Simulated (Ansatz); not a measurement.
**K+ with H2S: superposition error and deformation**

How much of this pair's binding is borrowed basis, and how much do the fragments pay to take the shapes they have in the pair?

Program: Ansatz 0.2.0, Gaussian basis. Level of theory: PBE0-D4 structures, single points in def2-TZVPPD. These are calculated values, not measurements.

Levels: PBE-D4, revPBE-D4, BLYP-D4, r2SCAN-D4, B97M-V, PBE0-D4, B3LYP-D4, HSE06-D4, wB97X-V, wB97M-V, B2PLYP, Hartree-Fock, MP2, CCSD, CCSD(T).

Correlated methods freeze the cores. The outer core shell of Li, Na, Mg and K is correlated. B3LYP uses VWN-RPA correlation. B2PLYP carries no dispersion term here.

129 further runs of the same task are left out: 129 set aside as unsound or not needed.

### 1 The starting structure

The relaxed pair: 4 atoms, charge 1, spin multiplicity 1.

Atoms are counted from 1 here; the program's logs count them from 0.

Bond lengths: K1–S2 3.269 Å, S2–H3 1.343 Å, S2–H4 1.343 Å. Angles: K1–S2–H3 105.2°, K1–S2–H4 105.2°, H3–S2–H4 93.1°.

Geometry (Å):

```xyz
4

K     0.1200    0.0320   -2.6594
S     0.2908    0.4113    0.5833
H    -0.9824    0.3673    1.0096
H     0.5716   -0.8105    1.0663
```

Atoms 1 to 1 are fragment A (K+), the rest fragment B (H2S). From earlier runs, pair energy (eV) and counterpoise interaction (meV):

```csv
method,E(pair),interaction
PBE-D4,-27178.06302,-479
revPBE-D4,-27184.20983,-450
BLYP-D4,-27188.65009,-464
r2SCAN-D4,-27187.06408,-442
B97M-V,-27181.89746,-444
PBE0-D4,-27180.35695,-471
B3LYP-D4,-27189.79627,-469
HSE06-D4,-27179.92166,-472
wB97X-V,-27184.95471,-455
wB97M-V,-27187.32818,-450
B2PLYP,-27181.27084,-428
Hartree-Fock,-27149.58329,-385
MP2,-27158.97308,-424
CCSD(T),-27160.20744,-412
```

First each fragment is run alone in its own basis, frozen in the shape it has in the pair (a, b).

### 2 wB97X-V/def2-TZVPPD

File a/in.yaml:

```yaml
crystal:
  periodic: [false, false, false]
  atoms:
    - {symbol: K, position_ang: [0.119961, 0.031956, -2.659362]}
basis:
  gaussian: {orbitals: "def2-TZVPPD.json"}
total_charge: 1
hamiltonian: {xc: {name: wB97X-V}}
```

File b/in.yaml:

```yaml
crystal:
  periodic: [false, false, false]
  atoms:
    - {symbol: S, position_ang: [0.290832, 0.411332, 0.583323]}
    - {symbol: H, position_ang: [-0.982437, 0.367275, 1.009633]}
    - {symbol: H, position_ang: [0.571644, -0.810462, 1.066305]}
basis:
  gaussian: {orbitals: "def2-TZVPPD.json"}
hamiltonian: {xc: {name: wB97X-V}}
```

The basis file named in the input lies beside it (Basis Set Exchange, JSON).

One command serves all of them, each in its own folder.

The run is started by

```console
$ ansatz run in.yaml --threads 2 --pin off --events-out ev --progress --plain --max-ram 5222MiB
```

Log of a:

```text
Functional definition: wB97X-V
  name "wB97X-V"
  cite "Mardirossian & Head-Gordon, Phys. Chem. Chem. Phys. 16, 9904 (2014) doi:10.1039/C3CP54374A"
  cite "Becke, J. Chem. Phys. 107, 8554 (1997) doi:10.1063/1.475007"
  cite "Vydrov & Van Voorhis, J. Chem. Phys. 133, 244103 (2010) doi:10.1063/1.3521275"
  parameter omega = 0.3/bohr
  parameter cx = 0.167
  parameter cx1 = 0.603
  parameter cx2 = 1.194
  parameter css0 = 0.556
  parameter css1 = -0.257
  parameter cos0 = 1.219
  parameter cos1 = -1.850
  parameter b = 6.0
  parameter c = 0.01
  exchange = spin_sum(e_x_unif_sr(omega)*poly(b97_u_x, 1 - cx, cx1, cx2)) + cx*exact_x_sr(omega) + exact_x_lr(omega)
  correlation = spin_sum(e_c_pw_same_spin*poly(b97_u_same, css0, css1))
      + integral(e_c_pw_opposite_spin*poly(b97_u_opposite, cos0, cos1)) + vv10(b, c)
294 factors; their error is unknown
80 factors; integrals over basis functions are off by at most 9.2e-5 eV
mean field evaluation 1: about -16317.7546 eV, gradient 5.6e-1 eV
mean field evaluation 2: about -16317.7547 eV, gradient 5.6e-1 eV
mean field evaluation 4: about -16317.7553 eV, gradient 1.1e-2 eV
mean field evaluation 8: about -16317.8030 eV, gradient 1.8e-4 eV
mean field -16317.80298627 eV, -599.6681991414 hartree, gradient 7.1e-6 eV, S^2 0.000000; 0 other end points of the search recorded, 0 dependent functions left out
reference -16317.80298498 eV, -599.6681990939 hartree; 9, 9 occupied and 27, 27 virtual orbitals, 294 factors
Total energy: -16317.80298498 eV, -599.6681990939 hartree
```

Log of b (excerpt; [...] marks lines left out):

```text
[... 5 set-up lines as earlier in the session ...]
[...]
      + integral(e_c_pw_opposite_spin*poly(b97_u_opposite, cos0, cos1)) + vv10(b, c)
457 factors; their error is unknown
112 factors; integrals over basis functions are off by at most 4.2e-5 eV
[...]
mean field -10866.69222422 eV, -399.3435735316 hartree, gradient 1.5e-5 eV, S^2 0.000000; 0 other end points of the search recorded, 0 dependent functions left out
reference -10866.69222200 eV, -399.3435734501 hartree; 9, 9 occupied and 76, 76 virtual orbitals, 457 factors
Total energy: -10866.69222200 eV, -399.3435734501 hartree
```

Times: 1.1 s (a), 1.3 s (b) on 2 threads of Intel Xeon Platinum 8259CL at 2.50GHz, shared host.

### 3 wB97M-V/def2-TZVPPD

The same edit goes into each in.yaml of step 2 (a, b):

```diff
-hamiltonian: {xc: {name: wB97X-V}}
+hamiltonian: {xc: {name: wB97M-V}}
```

Each run has its own folder and the same command.

The run is started by

```console
$ ansatz run in.yaml --threads 2 --pin off --events-out ev --progress --plain --max-ram 5222MiB
```

Output in a (excerpt; [...] marks lines left out):

```text
Functional definition: wB97M-V
  name "wB97M-V"
  cite "Mardirossian & Head-Gordon, J. Chem. Phys. 144, 214110 (2016) doi:10.1063/1.4952647"
[... 2 set-up lines as earlier in the session ...]
  # Of w^i u^j: cxij and so on, Table III.
[...]
  gx(w, u) = 1 - cx + cx01*u + cx10*w
  gss(w, u) = css00 + css04*u^4 + css10*w + css20*w^2 + css43*w^4*u^3
  gos(w, u) = cos00 + cos10*w + (cos20 + cos21*u)*w^2 + (cos60 + cos61*u)*w^6
[...]
      + integral(e_c_pw_mod_opposite_spin*gos(b97_w_opposite, b97_u_opposite)) + vv10(b, c)
294 factors; their error is unknown
80 factors; integrals over basis functions are off by at most 9.2e-5 eV
[...]
mean field -16319.33110416 eV, -599.7243564378 hartree, gradient 8.1e-6 eV, S^2 0.000000; 0 other end points of the search recorded, 0 dependent functions left out
reference -16319.33114010 eV, -599.7243577587 hartree; 9, 9 occupied and 27, 27 virtual orbitals, 294 factors
Total energy: -16319.33114010 eV, -599.7243577587 hartree
```

b printed (excerpt; [...] marks lines left out):

```text
[... 5 set-up lines as earlier in the session ...]
  # Of w^i u^j: cxij and so on, Table III.
[...]
  gx(w, u) = 1 - cx + cx01*u + cx10*w
  gss(w, u) = css00 + css04*u^4 + css10*w + css20*w^2 + css43*w^4*u^3
  gos(w, u) = cos00 + cos10*w + (cos20 + cos21*u)*w^2 + (cos60 + cos61*u)*w^6
[...]
      + integral(e_c_pw_mod_opposite_spin*gos(b97_w_opposite, b97_u_opposite)) + vv10(b, c)
436 factors; their error is unknown
112 factors; integrals over basis functions are off by at most 4.2e-5 eV
[...]
mean field -10867.54326387 eV, -399.3748486618 hartree, gradient 1.6e-5 eV, S^2 0.000000; 0 other end points of the search recorded, 0 dependent functions left out
reference -10867.54332304 eV, -399.3748508362 hartree; 9, 9 occupied and 76, 76 virtual orbitals, 436 factors
Total energy: -10867.54332304 eV, -399.3748508362 hartree
```

Times: 1.2 s (a), 1.4 s (b) on 2 threads of Intel Xeon Platinum 8259CL at 2.50GHz, shared host.

### 4 B2PLYP/def2-TZVPPD

The same edit goes into each in.yaml of step 3 (a, b):

```diff
-hamiltonian: {xc: {name: wB97M-V}}
+hamiltonian: {xc: {name: B2PLYP}}
```

The same command starts each run, in its folder.

The run is started by

```console
$ ansatz run in.yaml --threads 2 --pin off --events-out ev --progress --plain --max-ram 5222MiB
```

Log of a (excerpt; [...] marks lines left out):

```text
Functional definition: B2PLYP
  name "B2PLYP"
  cite "Grimme, J. Chem. Phys. 124, 034108 (2006) doi:10.1063/1.2148954"
  cite "Becke, Phys. Rev. A 38, 3098 (1988) doi:10.1103/PhysRevA.38.3098"
  cite "Lee, Yang & Parr, Phys. Rev. B 37, 785 (1988) doi:10.1103/PhysRevB.37.785"
[...]
206 factors; integrals over basis functions are off by at most 1.5e-4 eV
[...]
mean field -16314.67160316 eV, -599.5531229344 hartree, gradient 5.3e-6 eV, S^2 0.000000; 0 other end points of the search recorded, 0 dependent functions left out
5 core orbitals not correlated: weight in the atoms' cores, before any rotation towards them, 1.000 or more for the frozen orbitals, at most 0.000 for the correlated occupied ones
reference -16314.67168109 eV, -599.5531257983 hartree; 4, 4 occupied and 27, 27 virtual orbitals, 206 factors
second order -4.82704404 eV of doubles, -0.00000000 eV of singles
Total energy: -16315.97498298 eV, -599.6010212594 hartree
```

b printed (excerpt; [...] marks lines left out):

```text
[... 5 set-up lines as earlier in the session ...]
[...]
473 factors; integrals over basis functions are off by at most 5.8e-4 eV
[...]
mean field -10863.12893992 eV, -399.2126252487 hartree, gradient 2.3e-6 eV, S^2 0.000000; 0 other end points of the search recorded, 0 dependent functions left out
5 core orbitals not correlated: weight in the atoms' cores, before any rotation towards them, 1.000 or more for the frozen orbitals, at most 0.000 for the correlated occupied ones
reference -10863.12907118 eV, -399.2126300726 hartree; 4, 4 occupied and 76, 76 virtual orbitals, 473 factors
second order -6.40875353 eV of doubles, -0.00000000 eV of singles
Total energy: -10864.85943464 eV, -399.2762197566 hartree
```

They took 0.4 s (a), 0.7 s (b) on 2 threads of Intel Xeon Platinum 8259CL at 2.50GHz, shared host.

### 5 B97M-V/def2-TZVPPD

The same edit goes into each in.yaml of step 4 (a, b):

```diff
-hamiltonian: {xc: {name: B2PLYP}}
+hamiltonian: {xc: {name: B97M-V}}
```

The same command starts each run, in its folder.

The run is started by

```console
$ ansatz run in.yaml --threads 2 --pin off --events-out ev --progress --plain --max-ram 5222MiB
```

a printed (excerpt; [...] marks lines left out):

```text
Functional definition: B97M-V
  name "B97M-V"
  cite "Mardirossian & Head-Gordon, J. Chem. Phys. 142, 074111 (2015) doi:10.1063/1.4907719"
[... 2 set-up lines as earlier in the session ...]
  # Of w^i u^j: cxij and so on, Table III.
[...]
  gx(w, u) = cx00 + cx01*u + cx02*u^2 + (cx10 + cx11*u)*w
  gss(w, u) = css00 + css02*u^2 + css10*w + (css32*w^3 + css42*w^4)*u^2
  gos(w, u) = cos00 + cos01*u + cos03*u^3 + cos10*w + cos32*w^3*u^2
[...]
      + integral(e_c_pw_mod_opposite_spin*gos(b97_w_opposite, b97_u_opposite)) + vv10(b, c)
286 factors; their error is unknown
[...]
mean field -16315.86215186 eV, -599.5968747921 hartree, gradient 7.4e-6 eV, S^2 0.000000; 0 other end points of the search recorded, 0 dependent functions left out
reference -16315.86217914 eV, -599.5968757948 hartree; 9, 9 occupied and 27, 27 virtual orbitals, 286 factors
Total energy: -16315.86217914 eV, -599.5968757948 hartree
```

b printed (excerpt; [...] marks lines left out):

```text
[... 5 set-up lines as earlier in the session ...]
  # Of w^i u^j: cxij and so on, Table III.
[...]
  gx(w, u) = cx00 + cx01*u + cx02*u^2 + (cx10 + cx11*u)*w
  gss(w, u) = css00 + css02*u^2 + css10*w + (css32*w^3 + css42*w^4)*u^2
  gos(w, u) = cos00 + cos01*u + cos03*u^3 + cos10*w + cos32*w^3*u^2
[...]
      + integral(e_c_pw_mod_opposite_spin*gos(b97_w_opposite, b97_u_opposite)) + vv10(b, c)
436 factors; their error is unknown
[...]
mean field -10865.58870666 eV, -399.3030200091 hartree, gradient 3.2e-5 eV, S^2 0.000000; 0 other end points of the search recorded, 0 dependent functions left out
reference -10865.58877797 eV, -399.3030226298 hartree; 9, 9 occupied and 76, 76 virtual orbitals, 436 factors
Total energy: -10865.58877797 eV, -399.3030226298 hartree
```

Times: 0.9 s (a), 1.4 s (b) on 2 threads of Intel Xeon Platinum 8259CL at 2.50GHz, shared host.

### 6 CCSD(T)/def2-TZVPPD

The same edit goes into each in.yaml of step 5 (a, b):

```diff
-hamiltonian: {xc: {name: B97M-V}}
+correlation: {method: ccsd_t}
```

One command serves all of them, each in its own folder.

The run is started by

```console
$ ansatz run in.yaml --threads 2 --pin off --events-out ev --progress --plain --max-ram 5222MiB
```

Log of a (excerpt; [...] marks lines left out):

```text
Functional definition: HF
  name "HF"
  cite "Fock, Z. Phys. 61, 126 (1930) doi:10.1007/BF01340294"
  parent pbe
[...]
206 factors; integrals over basis functions are off by at most 1.5e-4 eV
[...]
mean field -16299.78475555 eV, -599.0060413757 hartree, gradient 2.4e-6 eV, S^2 0.000000; 0 other end points of the search recorded, 0 dependent functions left out
5 core orbitals not correlated: weight in the atoms' cores, before any rotation towards them, 1.000 or more for the frozen orbitals, at most 0.000 for the correlated occupied ones
reference -16299.78475555 eV, -599.0060413757 hartree; 4, 4 occupied and 27, 27 virtual orbitals, 206 factors
second order -4.10192687 eV of doubles, -0.00000000 eV of singles
cycle   1  -4.37575725 eV  change   -2.7e-1 eV  update   1.9e-2
[...]
cycle   6  -4.41654992 eV  change   -2.0e-6 eV  update   3.3e-6
perturbative correction -0.04592391 eV, -0.0016876725 hartree
Total energy: -16304.24722939 eV, -599.1700342643 hartree
```

Log of b (excerpt; [...] marks lines left out):

```text
[... 4 set-up lines as earlier in the session ...]
[...]
473 factors; integrals over basis functions are off by at most 5.8e-4 eV
[...]
mean field -10849.41068310 eV, -398.7084886094 hartree, gradient 4.4e-6 eV, S^2 0.000000; 0 other end points of the search recorded, 0 dependent functions left out
5 core orbitals not correlated: weight in the atoms' cores, before any rotation towards them, 1.000 or more for the frozen orbitals, at most 0.000 for the correlated occupied ones
reference -10849.41068310 eV, -398.7084886094 hartree; 4, 4 occupied and 76, 76 virtual orbitals, 473 factors
second order -5.23338633 eV of doubles, -0.00000000 eV of singles
cycle   1  -5.71191425 eV  change   -4.8e-1 eV  update   4.9e-2
[...]
cycle   8  -5.89155175 eV  change    3.9e-6 eV  update   7.3e-6
perturbative correction -0.22657269 eV, -0.0083263927 hartree
Total energy: -10855.52880754 eV, -398.9333255353 hartree
```

They took 0.2 s (a), 0.7 s (b) on 2 threads of Intel Xeon Platinum 8259CL at 2.50GHz, shared host.

### 7 Relaxing H2S alone

File relax-b/in.yaml:

```yaml
crystal:
  periodic: [false, false, false]
  atoms:
    - {symbol: S, position_ang: [0.290832, 0.411332, 0.583323]}
    - {symbol: H, position_ang: [-0.982437, 0.367275, 1.009633]}
    - {symbol: H, position_ang: [0.571644, -0.810462, 1.066305]}
basis:
  gaussian: {orbitals: def2-TZVP}
hamiltonian: {xc: pbe0, dispersion: d4}
relax: {f_tol: 0.005, max_steps: 200}
```

The run is started by

```console
$ ansatz run in.yaml --threads 2 --pin off --events-out ev --progress --plain --max-ram 5222MiB
```

Log (excerpt; [...] marks lines left out):

```text
Functional definition: PBE0
  name "PBE0"
  cite "Adamo & Barone, J. Chem. Phys. 110, 6158 (1999) doi:10.1063/1.478522"
  cite "Perdew, Burke & Ernzerhof, Phys. Rev. Lett. 77, 3865 (1996) doi:10.1103/PhysRevLett.77.3865"
[... 1 set-up line as earlier in the session ...]
[...]
359 factors; their error is unknown
[...]
mean field -10864.44987380 eV, -399.2611686737 hartree, gradient 4.9e-5 eV, S^2 0.000000; 0 other end points of the search recorded, 0 dependent functions left out
[...]
reference -10864.44989030 eV, -399.2611692799 hartree; 9, 9 occupied and 40, 40 virtual orbitals, 359 factors
relax step   1: F+E_penalty+E_count = -10864.46204879 eV  Δ(F+E_penalty+E_count) = +0.000e0 eV  max|allowed force component| = 6.651e-2 eV/Å  Δτ_max = 0.0000 Å  (21 SCF iters, accepted)
[...]
relax step   3: F+E_penalty+E_count = -10864.46264086 eV  Δ(F+E_penalty+E_count) = -2.739e-5 eV  max|allowed force component| = 7.092e-3 eV/Å  Δτ_max = 0.0010 Å  (17 SCF iters, accepted)
[...]
relax step   4: F+E_penalty+E_count = -10864.46264268 eV  Δ(F+E_penalty+E_count) = -1.816e-6 eV  max|allowed force component| = 1.123e-4 eV/Å  Δτ_max = 0.0002 Å  (17 SCF iters, accepted)
359 factors; their error is unknown
[...]
mean field -10864.45046316 eV, -399.2611903321 hartree, gradient 2.7e-5 eV, S^2 0.000000; 1 other end points of the search recorded, 0 dependent functions left out
[...]
reference -10864.45047967 eV, -399.2611909388 hartree; 9, 9 occupied and 40, 40 virtual orbitals, 359 factors
Total energy: -10864.46265918 eV, -399.2616385278 hartree
Atom 0 at     0.292712     0.413730     0.581600 Å, force    -0.000057    -0.000072     0.000052 eV/Å
Atom 1 at    -0.977071     0.361297     1.010724 Å, force     0.000112    -0.000028    -0.000023 eV/Å
Atom 2 at     0.564398    -0.806882     1.066936 Å, force    -0.000056     0.000100    -0.000029 eV/Å
Dipole moment:    -0.129998    -0.165807     0.119104 e Å
```

Wall time 1.3 s (2 threads of Intel Xeon Platinum 8259CL at 2.50GHz, shared host).

Step by step:

```csv
step,energy from step 1 (eV),largest force component (eV/Å)
1,0.0000,0.0665
2,-0.0006,0.0261
3,-0.0006,0.0071
4,-0.0006,0.0001
```

Close pairs (by a distance rule), those that changed most:

```csv
bond,before (Å),after (Å),change (Å)
S1–H3,1.343,1.341,-0.002
S1–H2,1.343,1.341,-0.002
```

### 8 PBE-D4/def2-TZVPPD

File free-b/in.yaml:

```yaml
crystal:
  periodic: [false, false, false]
  atoms:
    - {symbol: S, position_ang: [0.292712, 0.413730, 0.581600]}
    - {symbol: H, position_ang: [-0.977071, 0.361297, 1.010724]}
    - {symbol: H, position_ang: [0.564398, -0.806882, 1.066936]}
basis:
  gaussian: {orbitals: "def2-TZVPPD.json"}
hamiltonian: {xc: pbe, dispersion: d4}
```

The run is started by

```console
$ ansatz run in.yaml --threads 2 --pin off --events-out ev --progress --plain --max-ram 5222MiB
```

Log:

```text
Functional definition: PBE
  name "PBE"
[... 2 set-up lines as earlier in the session ...]
  parameter kappa = 0.804
  parameter beta = 0.06672455060314922
  exchange = pbe_x(kappa = kappa, mu = beta*pi^2/3)
  correlation = pbe_c(beta = beta)
436 factors; their error is unknown
mean field evaluation 1: about -10862.7898 eV, gradient 1.6e1 eV
mean field evaluation 2: about -10862.7187 eV, gradient 1.9e1 eV
mean field evaluation 4: about -10863.5907 eV, gradient 9.5e-1 eV
mean field evaluation 8: about -10863.5812 eV, gradient 1.6e-3 eV
mean field -10863.58115446 eV, -399.2292438267 hartree, gradient 3.0e-5 eV, S^2 0.000000; 0 other end points of the search recorded, 0 dependent functions left out
reference -10863.58120421 eV, -399.2292456548 hartree; 9, 9 occupied and 76, 76 virtual orbitals, 436 factors
Total energy: -10863.59624099 eV, -399.2297982464 hartree
```

Wall time 0.4 s (2 threads of Intel Xeon Platinum 8259CL at 2.50GHz, shared host).

### 9 r2SCAN-D4/def2-TZVPPD

Edit free-b/in.yaml of step 8 so:

```diff
@@ -8,2 +8,2 @@
   gaussian: {orbitals: "def2-TZVPPD.json"}
-hamiltonian: {xc: pbe, dispersion: d4}
+hamiltonian: {xc: r2scan, dispersion: d4}
```

The run is started by

```console
$ ansatz run in.yaml --threads 2 --pin off --events-out ev --progress --plain --max-ram 5222MiB
```

Log:

```text
Functional definition: r2SCAN
  name "r2SCAN"
  cite "Furness, Kaplan, Ning, Perdew & Sun, J. Phys. Chem. Lett. 11, 8208 (2020) doi:10.1021/acs.jpclett.0c02405"
  cite "Furness, Kaplan, Ning, Perdew & Sun, J. Phys. Chem. Lett. 11, 9248 (2020) doi:10.1021/acs.jpclett.0c03077"
  parent r2scan
  parameter k0 = 0.174
  parameter k1 = 0.065
  parameter a1 = 4.9479
  exchange = r2scan_x(k0 = k0, k1 = k1, a1 = a1)
  correlation = r2scan_c
436 factors; their error is unknown
mean field evaluation 1: about -10866.9728 eV, gradient 1.5e1 eV
mean field evaluation 2: about -10867.1121 eV, gradient 1.5e1 eV
mean field evaluation 4: about -10867.5625 eV, gradient 6.7e-1 eV
mean field evaluation 8: about -10867.5502 eV, gradient 1.4e-3 eV
mean field -10867.55018418 eV, -399.3751029786 hartree, gradient 3.7e-5 eV, S^2 0.000000; 0 other end points of the search recorded, 0 dependent functions left out
reference -10867.55020095 eV, -399.3751035949 hartree; 9, 9 occupied and 76, 76 virtual orbitals, 436 factors
Total energy: -10867.55354923 eV, -399.3752266417 hartree
```

Wall time 0.8 s (2 threads of Intel Xeon Platinum 8259CL at 2.50GHz, shared host).

### 10 PBE0-D4/def2-TZVPPD

Edit free-b/in.yaml of step 9 so:

```diff
@@ -8,2 +8,3 @@
   gaussian: {orbitals: "def2-TZVPPD.json"}
-hamiltonian: {xc: r2scan, dispersion: d4}
+hamiltonian: {xc: pbe0, dispersion: d4}
+output: {orbitals: {seedname: orbitals}}
```

The run is started by

```console
$ ansatz run in.yaml --threads 2 --pin off --events-out ev --progress --plain --max-ram 5222MiB
```

Log (excerpt; [...] marks lines left out):

```text
[... 5 set-up lines as earlier in the session ...]
  parameter a = 0.25
[... 2 set-up lines as earlier in the session ...]
  exchange = (1 - a)*pbe_x(kappa = kappa, mu = beta*pi^2/3) + a*exact_x
[... 1 set-up line as earlier in the session ...]
474 factors; their error is unknown
mean field evaluation 1: about -10864.0637 eV, gradient 1.2e1 eV
mean field evaluation 2: about -10864.2122 eV, gradient 1.1e1 eV
mean field evaluation 4: about -10864.4867 eV, gradient 3.7e-1 eV
mean field evaluation 8: about -10864.5134 eV, gradient 2.5e-3 eV
mean field -10864.51342556 eV, -399.2635041577 hartree, gradient 6.8e-6 eV, S^2 0.000000; 0 other end points of the search recorded, 0 dependent functions left out
reference -10864.51346066 eV, -399.2635054476 hartree; 9, 9 occupied and 76, 76 virtual orbitals, 474 factors
Total energy: -10864.52564018 eV, -399.2639530365 hartree
```

It took 0.45 s on 2 threads of Intel Xeon Platinum 8259CL at 2.50GHz, shared host.

### 11 B3LYP-D4/def2-TZVPPD

Edit free-b/in.yaml of step 10 so:

```diff
@@ -8,3 +8,2 @@
   gaussian: {orbitals: "def2-TZVPPD.json"}
-hamiltonian: {xc: pbe0, dispersion: d4}
-output: {orbitals: {seedname: orbitals}}
+hamiltonian: {xc: {name: B3LYP}, dispersion: d4}
```

The run is started by

```console
$ ansatz run in.yaml --threads 2 --pin off --events-out ev --progress --plain --max-ram 5222MiB
```

Log:

```text
Functional definition: B3LYP
  name "B3LYP"
  cite "Stephens, Devlin, Chabalowski & Frisch, J. Phys. Chem. 98, 11623 (1994) doi:10.1021/j100096a001"
[... 2 set-up lines as earlier in the session ...]
  cite "Vosko, Wilk & Nusair, Can. J. Phys. 58, 1200 (1980) doi:10.1139/p80-159"
  parameter a0 = 0.2
  parameter ax = 0.72
  parameter ac = 0.81
  exchange = (1 - a0 - ax)*slater_x + ax*b88_x + a0*exact_x
  correlation = (1 - ac)*vwn_rpa_c + ac*lyp_c
462 factors; their error is unknown
mean field evaluation 1: about -10868.4299 eV, gradient 1.4e1 eV
mean field evaluation 2: about -10868.5321 eV, gradient 1.4e1 eV
mean field evaluation 4: about -10868.9702 eV, gradient 4.5e-1 eV
mean field evaluation 8: about -10868.9895 eV, gradient 1.9e-3 eV
mean field -10868.98951041 eV, -399.4279972417 hartree, gradient 7.5e-6 eV, S^2 0.000000; 0 other end points of the search recorded, 0 dependent functions left out
reference -10868.98972517 eV, -399.4280051342 hartree; 9, 9 occupied and 76, 76 virtual orbitals, 462 factors
Total energy: -10869.01416037 eV, -399.4289031112 hartree
```

It took 0.5 s on 2 threads of Intel Xeon Platinum 8259CL at 2.50GHz, shared host.

[end of part 1 of 2]
